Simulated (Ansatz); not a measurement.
# H4O2S2Ti: the cost of one run

Method: functionals in def2-TZVPP, the program's frozen cores in correlated methods; program: Ansatz 0.2.0, Gaussian basis.

Plan: PBE-D4, r2SCAN-D4, PBE0-D4, B3LYP-D4, ωB97X-V, ωB97M-V, B2PLYP; CCSD(T)/def2-TZVPP; MP2/def2-QZVPP; extrapolation to the limit.

## 1. Structure used throughout

All runs share one geometry, relaxed beforehand with PBE0-D4 in a triple-zeta def2 set.

SMILES `[OH][Ti]([OH])([SH])[SH]`, 9 atoms, charge 0, spin multiplicity 1.

Atoms are counted from 1 here; the program's logs count them from 0.

Bond lengths: O1–Ti2 1.758 Å, O1–H6 0.955 Å, Ti2–O3 1.758 Å, Ti2–S4 2.301 Å, Ti2–S5 2.301 Å, O3–H7 0.955 Å, S4–H8 1.346 Å, S5–H9 1.346 Å. Angles: Ti2–O1–H6 158.5°, O1–Ti2–O3 117.8°, O1–Ti2–S4 103.7°, O1–Ti2–S5 110.9°, O3–Ti2–S4 110.9°, O3–Ti2–S5 103.7°, S4–Ti2–S5 109.9°, Ti2–O3–H7 158.4°, Ti2–S4–H8 92.4°, Ti2–S5–H9 92.3°.

## 2. PBE-D4 (GGA)

The input, in.yaml:

```yaml
crystal:
  periodic: [false, false, false]
  atoms:
    - {symbol: O, position_ang: [-1.692118, -0.547938, 0.413681]}
    - {symbol: Ti, position_ang: [-0.028064, -0.082511, 0.091200]}
    - {symbol: O, position_ang: [1.231714, -0.797771, 1.086801]}
    - {symbol: S, position_ang: [0.269933, -0.626542, -2.124346]}
    - {symbol: S, position_ang: [0.262783, 2.180243, 0.389343]}
    - {symbol: H, position_ang: [-2.433500, -0.927762, 0.879905]}
    - {symbol: H, position_ang: [1.635809, -1.391819, 1.715338]}
    - {symbol: H, position_ang: [1.570372, -0.279659, -2.092575]}
    - {symbol: H, position_ang: [-0.816939, 2.473768, -0.359366]}
basis:
  gaussian: {orbitals: def2-TZVPP}
hamiltonian: {xc: pbe, dispersion: d4}
output: {forces: true, orbitals: {seedname: orbitals}}
```

The run is started by

```sh
ansatz run in.yaml --threads 2 --pin off --events-out ev --progress --plain --max-ram 20480MiB --backend cpu
```

What time and memory should one allow on 2 threads of AMD EPYC 7R13, shared host?

About 4.9 s, with a peak of 0.45 GiB.
